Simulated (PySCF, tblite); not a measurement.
**C₇H₁₁FGe: geometry, infrared bands and NMR shifts**

What infrared bands and NMR shifts should C₇H₁₁FGe (`CC#C[C@@]1(F)CC[CH2][GeH2]1`) show?

The runs use tblite 0.8.0 and PySCF 2.14.0, with density-fitted response routines of our own; the level of theory stands in each step. All values are computed, except where a source is named. Atoms are numbered from 0 throughout.

## 1. Starting geometry

20 atoms, charge 0, multiplicity 1; geometry from: force field or distance geometry start.

Bonds of the start (Å): C0–C1 1.47, C1–C2 1.19, C2–C3 1.47, C3–F4 1.37, C3–C5 1.53, C5–C6 1.53, C6–C7 1.53, C7–Ge8 1.92, Ge8–C3 1.94, C0–H9 1.11, C0–H10 1.11, C0–H11 1.10, C5–H12 1.12, C5–H13 1.11, C6–H14 1.10, C6–H15 1.10, C7–H16 1.11, C7–H17 1.12, Ge8–H18 1.56, Ge8–H19 1.55.

## 2. Relaxing the molecule with GFN2-xTB

What the job is given:

```
{"job": {"kind": "relax", "xc": "GFN2-xTB", "basis": "xTB"}, "charge": 0, "multiplicity": 1}
C      1.939100     2.858800     1.807500
C      1.079800     2.008900     0.968600
C      0.396800     1.293300     0.298200
C     -0.461100     0.442600    -0.545100
F     -1.312800     1.213000    -1.291400
C      0.367800    -0.480800    -1.444600
C     -0.453000    -1.722200    -1.803200
C     -1.092000    -2.286100    -0.529800
Ge    -1.496100    -0.760700     0.565900
H      1.651300     3.922600     1.648000
H      1.780300     2.601200     2.875400
H      2.990800     2.705100     1.535800
H      1.290300    -0.811900    -0.904100
H      0.681700     0.056700    -2.368700
H      0.187500    -2.483900    -2.277800
H     -1.253500    -1.436200    -2.507700
H     -0.376800    -2.939100     0.007700
H     -2.022100    -2.865500    -0.773900
H     -3.007400    -0.390300     0.528100
H     -0.895600    -0.914800     1.991100
```

Started as:

```console
> OMP_NUM_THREADS=1 python probes_run.py task.json out
```

One launch serves the whole session: the jobs run in the order shown.

**Question.** This job is followed by: GFN2-xTB harmonic vibrations, gas phase; GIAO PBE0/pcSseg-1 NMR shielding, non-relativistic, gas phase. Predict these results of the whole session: strongest single infrared mode (GFN2-xTB); zero-point energy (GFN2-xTB); 13C shifts against TMS (PBE0/pcSseg-1); 1H shifts against TMS (PBE0/pcSseg-1, means over atoms taken as alike); 19F shifts against CFCl3 (PBE0/pcSseg-1); 73Ge shifts against GeMe4 (PBE0/pcSseg-1).

The runs gave:

| quantity | value |
| --- | --- |
| strongest single infrared mode (GFN2-xTB) | 2018 cm⁻¹, 475 km/mol |
| zero-point energy (GFN2-xTB) | 95.2 kcal/mol |
| 13C shifts against TMS (PBE0/pcSseg-1) | 96.0, 93.3, 85.3, 49.6, 29.4, 14.7, 5.3 ppm |
| 1H shifts against TMS (PBE0/pcSseg-1, means over atoms taken as alike) | 4.50, 4.38, 2.51, 2.12, 2.06, 1.88, 1.47, 1.42, 1.01 ppm |
| 19F shifts against CFCl3 (PBE0/pcSseg-1) | -187.9 ppm |
| 73Ge shifts against GeMe4 (PBE0/pcSseg-1) | -90 ppm |

What this shows: The optimisation took 90 steps and gained 0.333 eV; among the close pairs (by a distance rule), C3–Ge8 changed most, from 1.937 to 2.018 Å. No mode is imaginary among the 54: a minimum at this level. The strongest single mode, at 2018 cm⁻¹, moves mainly H18. GFN2-xTB is a fitted tight-binding method: band positions and strengths are rough. Its intensities can rank the bands wrongly. At PBE0/pcSseg-1: The largest span, 281 ppm, is at C2, where the paramagnetic term is -152 ppm. Spin-orbit coupling is left out, which matters for shieldings and couplings at and beside the heavy atoms.
